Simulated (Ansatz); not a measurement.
# C₂H₅ClOSi: geometry optimisation

Aim: relax C₂H₅ClOSi at this level.

The runs use Ansatz 0.2.0; RKS B3LYP-D4/def2-SVP.

### 1 Starting geometry

SMILES `Cl[SiH]1CCO1`, 10 atoms, charge 0, spin multiplicity 1.

Atoms are counted from 1 here; the program's logs count them from 0.

Bond lengths: Cl1–Si2 2.079 Å, Si2–C3 1.888 Å, Si2–O5 1.698 Å, Si2–H6 1.497 Å, C3–C4 1.555 Å, C3–H7 1.106 Å, C3–H8 1.108 Å, C4–O5 1.462 Å, C4–H9 1.111 Å, C4–H10 1.112 Å. Angles: Cl1–Si2–C3 116.1°, Cl1–Si2–O5 113.9°, Cl1–Si2–H6 106.1°, C3–Si2–O5 81.8°, C3–Si2–H6 122.8°, O5–Si2–H6 114.8°, Si2–C3–C4 83.0°, Si2–C3–H7 116.6°, Si2–C3–H8 116.3°, C4–C3–H7 115.2°, C4–C3–H8 114.5°, H7–C3–H8 109.4°, C3–C4–O5 102.4°, C3–C4–H9 113.4°, C3–C4–H10 113.2°, O5–C4–H9 109.5°, O5–C4–H10 109.9°, H9–C4–H10 108.3° and more.

Coordinates:

```xyz
10
charge 0, multiplicity 1
Cl   -2.7508   -0.8673   -0.0226
Si   -1.1296    0.4136    0.2084
C     0.3806    0.0450   -0.8622
C     1.0148   -0.3475    0.5020
O    -0.0602   -0.0448    1.4453
H    -1.7051    1.7884    0.3524
H     0.2816   -0.7818   -1.5907
H     0.8550    0.9151   -1.3568
H     1.9138    0.2523    0.7602
H     1.2831   -1.4243    0.5668
```

### 2 Relaxation

Contents of input.yaml:

```yaml
crystal:
  periodic: [false, false, false]
  atoms:
    - { symbol: Cl, position_ang: [-2.7508, -0.867298, -0.022635] }
    - { symbol: Si, position_ang: [-1.129609, 0.413645, 0.208446] }
    - { symbol: C, position_ang: [0.380607, 0.044994, -0.862223] }
    - { symbol: C, position_ang: [1.014756, -0.347456, 0.502041] }
    - { symbol: O, position_ang: [-0.060184, -0.044827, 1.445344] }
    - { symbol: H, position_ang: [-1.705114, 1.788366, 0.352352] }
    - { symbol: H, position_ang: [0.281559, -0.781772, -1.590729] }
    - { symbol: H, position_ang: [0.855048, 0.915099, -1.356751] }
    - { symbol: H, position_ang: [1.913795, 0.252325, 0.760212] }
    - { symbol: H, position_ang: [1.283142, -1.424276, 0.566844] }
basis:
  gaussian: { orbitals: def2-SVP }
hamiltonian:
  xc: { name: B3LYP }
  dispersion: d4
output:
  forces: true
relax:
  f_tol: 0.003
  max_steps: 120
```

On the command line:

```sh
ansatz run input.yaml --threads 1 --pin off --max-ram 2560MiB --backend cpu --events-out ev --progress --plain --runs-dir out
```

The log of the run:

```text
Warning: RAYON_NUM_THREADS=1 ignored (pool sized by the plan → 1); use --threads N
The last accepted step is kept in <dir> (removed where the run ends without a failure and the disk answers)
Engine: ansatz 0.2.0, aarch64-unknown-linux-gnu
Functional definition: B3LYP
  parameter a0 = 0.2
  parameter ax = 0.72
  parameter ac = 0.81
  exchange = (1 - a0 - ax)*slater_x + ax*b88_x + a0*exact_x
  correlation = (1 - ac)*vwn_rpa_c + ac*lyp_c
1089 factors; integrals over basis functions are off by at most 3.7e-4 eV
mean field evaluation 1: about -24588.9923 eV, gradient 5.5e1 eV
mean field evaluation 2: about -24578.5311 eV, gradient 8.9e1 eV
mean field evaluation 4: about -24595.7460 eV, gradient 5.2e0 eV
mean field evaluation 8: about -24595.8168 eV, gradient 4.7e-2 eV
mean field evaluation 16: about -24595.8168 eV, gradient 1.2e-5 eV
mean field -24595.81683294 eV, -903.8795969672 hartree, gradient 1.2e-5 eV, S^2 0.000000; 0 other end points of the search recorded, 0 dependent functions left out
the calculation of the forces begins
reference -24595.81707179 eV, -903.8796057447 hartree; 28, 28 occupied and 75, 75 virtual orbitals, 1089 factors
relax step   1: F+E_penalty+E_count = -24596.20114025 eV  Δ(F+E_penalty+E_count) = +0.000e0 eV  max|allowed force component| = 5.698e-1 eV/Å  Δτ_max = 0.0000 Å  (27 SCF iters, accepted)
these checks for a lower state are left out or cut short: starts, cluster_reference, orbital_swaps, neighbouring_geometries, increment
1089 factors; integrals over basis functions are off by at most 3.6e-4 eV
mean field -24595.82675888 eV, -903.8799617388 hartree, gradient 5.7e-5 eV, S^2 0.000000; 0 other end points of the search recorded, 0 dependent functions left out
the calculation of the forces begins
reference -24595.82699723 eV, -903.8799704980 hartree; 28, 28 occupied and 75, 75 virtual orbitals, 1089 factors
relax step   2: F+E_penalty+E_count = -24596.21200860 eV  Δ(F+E_penalty+E_count) = -1.087e-2 eV  max|allowed force component| = 2.260e-1 eV/Å  Δτ_max = 0.0124 Å  (27 SCF iters, accepted)
these checks for a lower state are left out or cut short: starts, cluster_reference, orbital_swaps, neighbouring_geometries, increment
1089 factors; integrals over basis functions are off by at most 3.5e-4 eV
mean field -24595.82821800 eV, -903.8800153602 hartree, gradient 7.0e-6 eV, S^2 0.000000; 0 other end points of the search recorded, 0 dependent functions left out
the calculation of the forces begins
reference -24595.82845633 eV, -903.8800241188 hartree; 28, 28 occupied and 75, 75 virtual orbitals, 1089 factors
relax step   3: F+E_penalty+E_count = -24596.21381020 eV  Δ(F+E_penalty+E_count) = -1.802e-3 eV  max|allowed force component| = 4.857e-2 eV/Å  Δτ_max = 0.0075 Å  (25 SCF iters, accepted)
these checks for a lower state are left out or cut short: starts, cluster_reference, orbital_swaps, neighbouring_geometries, increment
1089 factors; integrals over basis functions are off by at most 3.5e-4 eV
mean field evaluation 32: about -24595.8283 eV, gradient 1.4e-5 eV
mean field -24595.82825232 eV, -903.8800166216 hartree, gradient 1.4e-5 eV, S^2 0.000000; 0 other end points of the search recorded, 0 dependent functions left out
the calculation of the forces begins
reference -24595.82849072 eV, -903.8800253827 hartree; 28, 28 occupied and 75, 75 virtual orbitals, 1089 factors
relax step   4: F+E_penalty+E_count = -24596.21389732 eV  Δ(F+E_penalty+E_count) = -8.712e-5 eV  max|allowed force component| = 1.089e-2 eV/Å  Δτ_max = 0.0026 Å  (23 SCF iters, accepted)
these checks for a lower state are left out or cut short: starts, cluster_reference, orbital_swaps, neighbouring_geometries, increment
1089 factors; integrals over basis functions are off by at most 3.5e-4 eV
mean field -24595.82829604 eV, -903.8800182282 hartree, gradient 1.7e-5 eV, S^2 0.000000; 0 other end points of the search recorded, 0 dependent functions left out
the calculation of the forces begins
reference -24595.82853446 eV, -903.8800269900 hartree; 28, 28 occupied and 75, 75 virtual orbitals, 1089 factors
relax step   5: F+E_penalty+E_count = -24596.21390424 eV  Δ(F+E_penalty+E_count) = -6.924e-6 eV  max|allowed force component| = 4.854e-3 eV/Å  Δτ_max = 0.0010 Å  (20 SCF iters, accepted)
these checks for a lower state are left out or cut short: starts, cluster_reference, orbital_swaps, neighbouring_geometries, increment
1089 factors; integrals over basis functions are off by at most 3.5e-4 eV
mean field -24595.82833228 eV, -903.8800195599 hartree, gradient 7.2e-5 eV, S^2 0.000000; 0 other end points of the search recorded, 0 dependent functions left out
the calculation of the forces begins
reference -24595.82857071 eV, -903.8800283221 hartree; 28, 28 occupied and 75, 75 virtual orbitals, 1089 factors
relax step   6: F+E_penalty+E_count = -24596.21390857 eV  Δ(F+E_penalty+E_count) = -4.331e-6 eV  max|allowed force component| = 1.851e-3 eV/Å  Δτ_max = 0.0023 Å  (20 SCF iters, accepted)
1089 factors; integrals over basis functions are off by at most 3.5e-4 eV
mean field -24595.82833228 eV, -903.8800195599 hartree, gradient 7.2e-5 eV, S^2 0.000000; 1 other end points of the search recorded, 0 dependent functions left out
the calculation of the forces begins
reference -24595.82857071 eV, -903.8800283221 hartree; 28, 28 occupied and 75, 75 virtual orbitals, 1089 factors
Total energy: -24596.21414700 eV, -903.8941979897 hartree
Atom 0 at    -2.745600    -0.862587    -0.020462 Å, force     0.000266     0.000361    -0.000269 eV/Å
Atom 1 at    -1.127784     0.413275     0.209848 Å, force    -0.001002    -0.001851     0.001407 eV/Å
Atom 2 at     0.376197     0.046073    -0.860861 Å, force    -0.000487     0.000674    -0.000483 eV/Å
Atom 3 at     1.015456    -0.346958     0.501114 Å, force     0.001511    -0.000373     0.000784 eV/Å
Atom 4 at    -0.064918    -0.049380     1.429076 Å, force    -0.001358     0.000133    -0.000111 eV/Å
Atom 5 at    -1.688834     1.777770     0.351907 Å, force     0.000430     0.000133    -0.000564 eV/Å
Atom 6 at     0.281894    -0.777080    -1.582546 Å, force    -0.000870     0.000733     0.000283 eV/Å
Atom 7 at     0.850986     0.908117    -1.351933 Å, force     0.000793    -0.000101    -0.001173 eV/Å
Atom 8 at     1.902291     0.254065     0.760381 Å, force     0.000834     0.000293     0.000116 eV/Å
Atom 9 at     1.283513    -1.414494     0.566377 Å, force    -0.000116    -0.000002     0.000010 eV/Å
Dipole moment:     0.310606     0.151760    -0.343695 e Å
```

Wall time 33 s (1 thread of Arm Neoverse V2, shared host); peak memory 0.22 GiB.

Relaxation path:

| step | energy from step 1 (eV) | largest force component (eV/Å) |
| --- | --- | --- |
| 1 | 0.0000 | 0.5698 |
| 2 | -0.0109 | 0.2260 |
| 3 | -0.0127 | 0.0486 |
| 4 | -0.0128 | 0.0109 |
| 5 | -0.0128 | 0.0049 |
| 6 | -0.0128 | 0.0019 |

Bond lengths before and after, largest changes first:

| bond | before (Å) | after (Å) | change (Å) |
| --- | --- | --- | --- |
| Si2–O5 | 1.698 | 1.682 | -0.016 |
| Si2–H6 | 1.497 | 1.482 | -0.015 |
| C4–H10 | 1.112 | 1.103 | -0.009 |
| C4–H9 | 1.111 | 1.102 | -0.009 |
| C3–H8 | 1.108 | 1.100 | -0.008 |
| C3–H7 | 1.106 | 1.099 | -0.008 |
| C4–O5 | 1.462 | 1.455 | -0.007 |
| Cl1–Si2 | 2.079 | 2.073 | -0.006 |

### 3 Summary of results

| quantity | value |
| --- | --- |
| energy gained | 0.0128 eV |
| root mean square move | 0.011 Å |
| dipole moment | 2.34 D |

**Reading.** Bond lengths: Cl1–Si2 2.073 Å, Si2–C3 1.882 Å, Si2–O5 1.682 Å, Si2–H6 1.482 Å, C3–C4 1.555 Å, C3–H7 1.099 Å, C3–H8 1.100 Å, C4–O5 1.455 Å, C4–H9 1.102 Å, C4–H10 1.103 Å. Angles: Cl1–Si2–C3 116.1°, Cl1–Si2–O5 113.8°, Cl1–Si2–H6 106.4°, C3–Si2–O5 81.6°, C3–Si2–H6 122.4°, O5–Si2–H6 115.0°, Si2–C3–C4 83.1°, Si2–C3–H7 116.8°, Si2–C3–H8 116.5°, C4–C3–H7 114.9°, C4–C3–H8 114.3°, H7–C3–H8 109.3°, C3–C4–O5 101.6°, C3–C4–H9 113.5°, C3–C4–H10 113.4°, O5–C4–H9 109.6°, O5–C4–H10 109.9°, H9–C4–H10 108.6° and more. No frequencies were computed here.
